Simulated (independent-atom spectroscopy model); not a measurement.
# Angle-resolved XPS of In2O3 on Si

Aim: the ratio of the In 3d5/2 peak of the film to the Si 2s peak of the substrate as the sample is tilted.

The numbers are computed with independent-atom spectroscopy model (version 2): angle-resolved photoelectron peak ratio of a uniform film on a substrate: exponential attenuation with lengths from TPP-2M (nominal gaps) and the elastic albedo, Dirac-Hartree-Slater cross sections, magic-angle geometry.

## (1) Film and substrate

0.69 nm of In2O3 (7.04 g/cm³) on Si (2.33 g/cm³).

## (2) Calculation

Given to the script:

```json
{
  "film": "In2O3",
  "film_density": 7.04,
  "base": "Si",
  "base_density": 2.33,
  "photon_energy": 1486.7,
  "film_peak": "In 3d5/2",
  "base_peak": "Si 2s",
  "thickness": 0.69,
  "emission_angle": [0, 10, 20, 30, 40, 45, 50, 55]
}
```

Units: film_density in g/cm³, base_density in g/cm³, photon_energy in eV, thickness in nm, emission_angle in degrees.

What does the calculation give? Wanted: ratio at normal emission; ratio at 55°.

**Answer**, as computed:

| quantity | value |
| --- | --- |
| ratio at normal emission | 2.44 |
| ratio at 55° | 4.80 |
| attenuation length of the substrate peak in the film | 1.89 nm |
| thickness over that length | 0.37 |

In words: The film is 0.37 attenuation lengths thick, so 69 % of the substrate's signal gets out at 0°. Tilting to 55° lengthens the path by 1/cos θ and raises the ratio 2.0-fold. Islands, roughness and grazing exit, where elastic scattering matters more, are outside the model.
